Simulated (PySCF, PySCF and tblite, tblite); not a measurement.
# C₄H₁₀GeOS: conformers and averaged spectra

Aim: find the conformers of C₄H₁₀GeOS (`O=[S@@]1CC[C@H]([GeH3])C1`), weigh them, and average their properties.

Programs: PySCF 2.14.0 with density-fitted response routines of our own, and tblite 0.8.0. All values are computed, except where a source is named. Atoms count from 0 throughout.

## Step 1: The molecule as given

17 atoms, charge 0, multiplicity 1; geometry from: UFF geometry.

Bonds of the start (Å): C2–C3 1.52, C2–H7 1.11, C2–H8 1.11, C3–C4 1.52, C3–H10 1.12, C3–H9 1.11, C4–C6 1.54, C4–Ge5 1.95, C4–H11 1.12, C6–H15 1.11, C6–H16 1.10, Ge5–H12 1.55, Ge5–H13 1.55, Ge5–H14 1.54, O0–S1 1.53, S1–C2 1.81, S1–C6 1.80.

## Step 2: GFN2-xTB relaxation, conformer 1

Job settings and geometry (Å):

```
{"job": {"xc": "GFN2-xTB", "basis": "xTB", "kind": "relax"}, "charge": 0, "multiplicity": 1}
O     -1.255100     2.080000     0.930100
S     -1.697800     1.107000    -0.163000
C     -1.535500    -0.508700     0.639800
C     -0.479500    -1.267600    -0.144900
C      0.534900    -0.279100    -0.696100
Ge     1.851100     0.219500     0.657100
C     -0.234300     0.951900    -1.196600
H     -1.225900    -0.374800     1.699600
H     -2.512200    -1.043000     0.604300
H     -0.969000    -1.809600    -0.978600
H      0.007600    -2.036700     0.509200
H      1.084200    -0.743200    -1.548400
H      2.850000     1.242200     0.067900
H      1.148000     0.853600     1.878300
H      2.620000    -1.038400     1.117100
H      0.377300     1.874600    -1.151300
H     -0.570900     0.784400    -2.234600
```

Command:

```
> OMP_NUM_THREADS=1 python ens_run.py task.json out
```

The driver reads the study from task.json and runs its stages one after another.

Standard output:

```text
step      E/eV     max force
  0    -622.23887    3.465
  1    -622.45049    1.066
  2    -622.48914    0.416
  3    -622.51296    0.281
  4    -622.52206    0.252
  5    -622.53019    0.215
  6    -622.53468    0.197
  7    -622.54006    0.179
  8    -622.54478    0.195
  9    -622.54882    0.210
 10    -622.55243    0.172
 11    -622.55700    0.225
 12    -622.56293    0.272
 13    -622.56953    0.237
 14    -622.57586    0.228
 15    -622.58234    0.202
 16    -622.59024    0.245
 17    -622.60055    0.287
 18    -622.61109    0.218
 19    -622.61861    0.212
 20    -622.62499    0.198
 21    -622.63180    0.252
 22    -622.63715    0.219
 23    -622.64085    0.141
 24    -622.64393    0.125
 25    -622.64727    0.154
 26    -622.65073    0.190
 27    -622.65353    0.133
 28    -622.65539    0.106
 29    -622.65656    0.088
 30    -622.65769    0.091
 31    -622.65880    0.108
 32    -622.66023    0.101
 33    -622.66212    0.138
 34    -622.66446    0.148
 35    -622.66683    0.113
 36    -622.66897    0.115
 37    -622.67087    0.113
 38    -622.67271    0.106
 39    -622.67465    0.107
 40    -622.67691    0.142
 41    -622.68028    0.175
 42    -622.68610    0.261
 43    -622.69505    0.301
 44    -622.70601    0.325
 45    -622.71862    0.308
 46    -622.72148    0.671
 47    -622.73653    0.249
 48    -622.74276    0.412
 49    -622.75132    0.420
 50    -622.76218    0.202
 51    -622.77102    0.165
 52    -622.77867    0.150
 53    -622.78232    0.140
 54    -622.78519    0.123
 55    -622.78810    0.153
 56    -622.79060    0.202
 57    -622.79400    0.151
 58    -622.79716    0.111
 59    -622.79993    0.090
 60    -622.80114    0.080
 61    -622.80252    0.062
 62    -622.80338    0.060
 63    -622.80418    0.061
 64    -622.80481    0.060
 65    -622.80530    0.056
 66    -622.80564    0.054
 67    -622.80596    0.052
 68    -622.80635    0.057
 69    -622.80685    0.078
 70    -622.80739    0.072
 71    -622.80787    0.058
 72    -622.80827    0.052
 73    -622.80863    0.042
 74    -622.80897    0.054
 75    -622.80926    0.046
 76    -622.80947    0.048
 77    -622.80963    0.030
 78    -622.80963    0.030
 79    -622.80970    0.022
 80    -622.80982    0.020
 81    -622.80987    0.020
 82    -622.80995    0.017
 83    -622.80998    0.014
 84    -622.81001    0.012
 85    -622.81003    0.013
 86    -622.81004    0.010
 87    -622.81005    0.012
 88    -622.81007    0.010
 89    -622.81008    0.008
 90    -622.81009    0.007
 91    -622.81009    0.008
 92    -622.81010    0.008
 93    -622.81011    0.007
 94    -622.81012    0.006
 95    -622.81012    0.007
 96    -622.81013    0.008
 97    -622.81014    0.007
 98    -622.81015    0.007
 99    -622.81015    0.006
100    -622.81016    0.006
101    -622.81016    0.005
102    -622.81016    0.006
103    -622.81017    0.004
104    -622.81017    0.005
105    -622.81017    0.005
106    -622.81018    0.007
107    -622.81018    0.006
108    -622.81018    0.003
```

Run time: 0.61 s. Hardware: 1 thread of Arm Neoverse V2, shared host.

Relaxing gained 0.571 eV and moved the atoms by 0.49 Å on average (rms).

## Step 3: Shieldings, conformer 1: PBE0/pcSseg-1

Job settings and geometry (Å):

```
{"job": {"xc": "PBE0", "basis": "pcSseg-1", "kind": "nmr", "pop": true}, "charge": 0, "multiplicity": 1}
O     -0.370828     1.875374     1.005341
S     -1.340729     1.331542     0.038040
C     -1.582230    -0.426018     0.562628
C     -0.525413    -1.275902    -0.134026
C      0.529278    -0.317766    -0.680568
Ge     1.720926     0.376746     0.784934
C     -0.268023     0.782025    -1.335262
H     -1.470298    -0.414237     1.644333
H     -2.599646    -0.714421     0.306984
H     -0.979275    -1.839877    -0.955632
H     -0.081695    -1.992882     0.560951
H      1.158024    -0.823305    -1.419781
H      2.237229     1.751651     0.549547
H      1.198757     0.160924     2.162829
H      2.944064    -0.525300     0.706553
H      0.328792     1.631688    -1.659067
H     -0.905932     0.431787    -2.147712
```

Standard output:

```text
coarse grid: 64352 points
cycle   1  E = -2707.6840144652  dE =  5.158e-01  |g| = 1.189e+00  |ddm| = 3.957e+00
cycle   2  E = -2707.0335325399  dE =  6.505e-01  |g| = 2.104e+00  |ddm| = 3.290e+00
cycle   3  E = -2707.8208608265  dE = -7.873e-01  |g| = 4.867e-01  |ddm| = 2.915e+00
cycle   4  E = -2707.8622542447  dE = -4.139e-02  |g| = 1.077e-01  |ddm| = 4.861e-01
cycle   5  E = -2707.8638759418  dE = -1.622e-03  |g| = 3.470e-02  |ddm| = 1.266e-01
cycle   6  E = -2707.8641624728  dE = -2.865e-04  |g| = 1.014e-02  |ddm| = 4.368e-02
cycle   7  E = -2707.8641827859  dE = -2.031e-05  |g| = 1.354e-03  |ddm| = 1.013e-02
cycle   8  E = -2707.8641832050  dE = -4.191e-07  |g| = 4.534e-04  |ddm| = 2.131e-03
final grid: 134544 points
cycle   9  E = -2707.8641376779  dE = -7.009e-08  |g| = 5.904e-04  |ddm| = 2.821e-03
cycle  10  E = -2707.8641375933  dE =  8.461e-08  |g| = 8.362e-04  |ddm| = 1.366e-03
cycle  11  E = -2707.8641377593  dE = -1.660e-07  |g| = 6.009e-05  |ddm| = 8.235e-04
cycle  12  E = -2707.8641377599  dE = -6.389e-10  |g| = 1.956e-05  |ddm| = 7.019e-05
converged SCF energy = -2707.8641377599

GIAO shielding tensors (ppm)
atom      isotropic    diamagn.    paramagn.     s11        s22        s33       span
  0 O      261.300     401.101    -139.801     15.520    274.237    494.142    478.622
  1 S      143.859    1052.232    -908.373     50.104     98.803    282.671    232.567
  2 C      128.759     254.237    -125.478     96.698    114.400    175.178     78.480
  3 C      153.507     246.592     -93.086    132.391    153.338    174.791     42.400
  4 C      159.083     249.708     -90.626    129.892    169.374    177.983     48.091
  5 Ge    1540.286    2754.145   -1213.859   1423.981   1506.826   1690.052    266.071
  6 C      125.195     254.251    -129.057    107.480    124.152    143.953     36.472
  7 H       28.827      30.316      -1.489     25.405     26.946     34.130      8.725
  8 H       28.925      29.849      -0.924     24.097     27.143     35.536     11.439
  9 H       29.860      30.691      -0.831     23.770     27.383     38.425     14.655
 10 H       29.112      30.457      -1.345     24.695     26.798     35.843     11.148
 11 H       29.427      31.873      -2.446     25.257     26.327     36.698     11.441
 12 H       27.606      29.613      -2.007     20.137     24.113     38.567     18.430
 13 H       27.686      29.647      -1.961     20.748     24.545     37.766     17.018
 14 H       27.826      29.407      -1.581     20.367     22.710     40.402     20.035
 15 H       28.568      30.965      -2.397     24.375     26.151     35.176     10.801
 16 H       29.781      31.400      -1.619     25.446     26.914     36.985     11.539
```

It took 37 s on 1 thread of Arm Neoverse V2, shared host; peak memory 0.87 GiB.

This run: HOMO -6.75 eV, LUMO 0.52 eV; dipole 4.15 D.

The fields below are evaluated on a grid from the run's orbitals.

Frontier orbitals at PBE0/pcSseg-1, with the share of their density that lies nearest to each atom:

```tsv
orbital	energy (eV)	lies on
HOMO	-6.75	O0 44 %; S1 23 %; H14 9 %
LUMO	0.52	S1 35 %; C2, C6 about 8 % each; O0 8 %
```

ELF in a plane through or near 4 of the atoms.

Values, 10 rows by 14 columns:
```
0.00 0.00 0.00 0.00 0.00 0.00 0.00 0.00 0.00 0.00 0.00 0.00 0.00 0.00
0.00 0.00 0.00 0.00 0.00 0.00 0.00 0.00 0.00 0.00 0.00 0.00 0.00 0.00
0.00 0.00 0.00 0.03 0.78 0.93 0.27 0.00 0.06 0.04 0.01 0.00 0.00 0.00
0.00 0.00 0.01 0.16 0.99 1.00 0.79 0.07 0.90 0.58 0.18 0.14 0.00 0.00
0.00 0.00 0.07 0.28 0.22 0.18 0.21 0.08 0.49 0.34 1.00 0.99 0.02 0.00
0.00 0.02 0.89 0.99 0.43 0.21 0.12 0.13 0.57 0.44 0.69 0.65 0.00 0.00
0.00 0.00 0.88 1.00 0.77 0.03 0.19 0.77 0.76 0.06 0.01 0.00 0.00 0.00
0.00 0.00 0.00 0.04 0.00 0.65 1.00 0.73 0.30 0.07 0.00 0.00 0.00 0.00
0.00 0.00 0.00 0.00 0.00 0.17 0.83 0.19 0.02 0.01 0.00 0.00 0.00 0.00
0.00 0.00 0.00 0.00 0.00 0.00 0.00 0.00 0.00 0.00 0.00 0.00 0.00 0.00
```
The map spans 10.7 Å across and 9.8 Å up, centred on the molecule. Atoms in the plane (x, y in Å): C2 (1.5, 0.7), H8 (2.6, 0.6), H12 (-2.7, -0.5), H13 (-1.6, 1.7).

On the surface of density 0.002 e/bohr³ the electrostatic potential runs, from the 1st to the 99th percentile, from -1.92 V near O0 to 1.36 V near H16.

## Step 4: Averages: properties at PBE0/pcSseg-1

Job settings and geometry (Å):

```
{"job": {"study": "conf", "smiles": "O=[S@@]1CC[C@H]([GeH3])C1", "search": {"seed": 3082, "n_embed": 60, "ff_keep": 14, "window": 3.0, "nmax": 10, "temps": [150, 200, 250, 298.15, 400], "t_ref": 298.15, "order": 0.001}, "level": {"nmr": {"xc": "PBE0", "basis": "pcSseg-1"}}, "kind": "conf"}, "charge": 0, "multiplicity": 1}
O     -0.370828     1.875374     1.005341
S     -1.340729     1.331542     0.038040
C     -1.582230    -0.426018     0.562628
C     -0.525413    -1.275902    -0.134026
C      0.529278    -0.317766    -0.680568
Ge     1.720926     0.376746     0.784934
C     -0.268023     0.782025    -1.335262
H     -1.470298    -0.414237     1.644333
H     -2.599646    -0.714421     0.306984
H     -0.979275    -1.839877    -0.955632
H     -0.081695    -1.992882     0.560951
H      1.158024    -0.823305    -1.419781
H      2.237229     1.751651     0.549547
H      1.198757     0.160924     2.162829
H      2.944064    -0.525300     0.706553
H      0.328792     1.631688    -1.659067
H     -0.905932     0.431787    -2.147712
```

Standard output:

```text
conformer  sym    E(xTB)   E(DFT)   G(298.15 K)  weight  dipole/D
    1     C1      0.000    0.000    0.000   1.0000    4.150

mean shielding (ppm) by class
class atoms           150 K      200 K      250 K   298.15 K      400 K
  0 O  0              261.3      261.3      261.3      261.3      261.3
  1 S  1            143.859    143.859    143.859    143.859    143.859
  2 C  2            128.759    128.759    128.759    128.759    128.759
  3 C  3            153.506    153.506    153.506    153.506    153.506
  4 C  4            159.083    159.083    159.083    159.083    159.083
  5 Ge 5           1540.286   1540.286   1540.286   1540.286   1540.286
  6 C  6            125.195    125.195    125.195    125.195    125.195
  7 H  7             28.827     28.827     28.827     28.827     28.827
  8 H  8             28.925     28.925     28.925     28.925     28.925
  9 H  9              29.86      29.86      29.86      29.86      29.86
 10 H  10            29.112     29.112     29.112     29.112     29.112
 11 H  11            29.427     29.427     29.427     29.427     29.427
 12 H  12,13,14      27.706     27.706     27.706     27.706     27.706
 13 H  15            28.568     28.568     28.568     28.568     28.568
 14 H  16            29.781     29.781     29.781     29.781     29.781
```

Run time: 38 s. Hardware: 1 thread of Arm Neoverse V2, shared host. This counts the runs that the step sums up.

The search (ETKDG and KDG, UFF, GFN2-xTB) embedded 60 structures, kept 2 distinct ones after the force field and 1 after xTB; 1 was carried on (window 3.0 kcal/mol at the search's own energies). Energies: PBE0/pcSseg-1 with D3(BJ).

The conformers at 298 K:

```tsv
no.	group	mirror pair	ΔE xTB	ΔE DFT	ΔG	weight (%)	μ (D)	A, B, C (GHz)
1	C1	no	0.00	0.00	0.00	100.0	4.15	2.48, 1.22, 1.05
```

Energies in kcal/mol. ΔG holds xTB vibrations and rotation, symmetry numbers and mirror pairs.

Shifts against references run at the same level (³³S CS2 504, ¹⁷O H2O 336.1, ⁷³Ge GeMe4 1331, ¹H TMS 31.72, ¹³C TMS 186.9 ppm of shielding), by class of atoms, at 298 K:

```tsv
atoms	environment	average
C6	sp3 CH2 bonded to S	61.7
C2	sp3 CH2 bonded to S	58.2
C3	sp3 CH2 in a ring	33.4
C4	sp3 CH bonded to Ge	27.8
H12, H13, H14	hydrogen on a germanium bonded to C	4.01
H15	hydrogen on an sp3 CH2 bonded to S	3.15
H7	hydrogen on an sp3 CH2 bonded to S	2.89
H8	hydrogen on an sp3 CH2 bonded to S	2.79
H10	hydrogen on an sp3 CH2 in a ring	2.61
H11	hydrogen on an sp3 CH bonded to Ge	2.29
H16	hydrogen on an sp3 CH2 bonded to S	1.94
H9	hydrogen on an sp3 CH2 in a ring	1.86
O0	S=O oxygen	74.8
S1	sulfoxide sulfur	360
Ge5	germanium bonded to C, 3 H	-209
```

Effective distances for nuclear Overhauser effects, ⟨r⁻⁶⟩^(−1/6) over all pairs of two classes (Å): H9···H10 1.77; H7···H8 1.78; H15···H16 1.79; H8···H9 2.34; H7···H10 2.37; H9···H11 2.41; H11···H16 2.52; H9···H16 2.57.

## Step 5: Outcome

```
                           quantity                                                 value
                         conformers  1; the first in weight is no. 1 (C1), 100 % at 298 K
            root-mean-square dipole                                                4.15 D
averaged ¹³C shifts (PBE0/pcSseg-1)                            61.7, 58.2, 33.4, 27.8 ppm
 averaged ¹H shifts (PBE0/pcSseg-1)    4.01, 3.15, 2.89, 2.79, 2.61, 2.29, 1.94, 1.86 ppm
```

What this shows: The search found one conformer in the window, so the averages are its own values. Spin-orbit coupling is left out, which matters at and beside the heavy atoms.
